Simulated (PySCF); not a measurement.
# C2H7Ge2N: the cost of one run

Computed with PySCF 2.14.0, with density-fitted response routines of our own, on a single molecule in the gas phase. Atoms count from 0, in the outputs and in this text.

**1. The molecule as given**

12 atoms, charge 0, multiplicity 1; geometry from: GFN2-xTB.

Bonds of the start (Å): N0–C1 1.14, C1–Ge2 1.91, Ge2–C3 1.97, C3–Ge4 1.97, Ge2–H5 1.50, Ge2–H6 1.51, C3–H7 1.09, C3–H8 1.09, Ge4–H9 1.49, Ge4–H10 1.49, Ge4–H11 1.50.

**2. Geometry optimisation at PBE0-D3(BJ)/def2-SVP**

The job: settings as JSON, then the geometry in Å.

```
{"job": {"xc": "PBE0", "basis": "def2-SVP", "d3": "d3bj", "grid": 1, "kind": "geom"}, "charge": 0, "multiplicity": 1}
N      3.212101     0.585762     0.058793
C      2.304790    -0.108851     0.130240
Ge     0.768236    -1.245442     0.225203
C     -0.676176    -0.450011    -0.845264
Ge    -1.232451     1.312102    -0.158803
H      0.445342    -1.365522     1.685842
H      1.217435    -2.585645    -0.294882
H     -1.529265    -1.129638    -0.856654
H     -0.334126    -0.346218    -1.876296
H     -1.726569     1.196976     1.247120
H     -0.100580     2.282147    -0.180413
H     -2.347539     1.853655    -0.998970
```

Run with:

```console
OMP_NUM_THREADS=1 python probes_run.py task.json out
```

The driver reads the jobs from task.json and runs them one after another.

**Question.** How long does this first job take on 1 thread of Intel Xeon Platinum 8259CL at 2.50GHz, shared host, and how much memory does it need?

About 52 s, with a peak of 0.55 GiB.
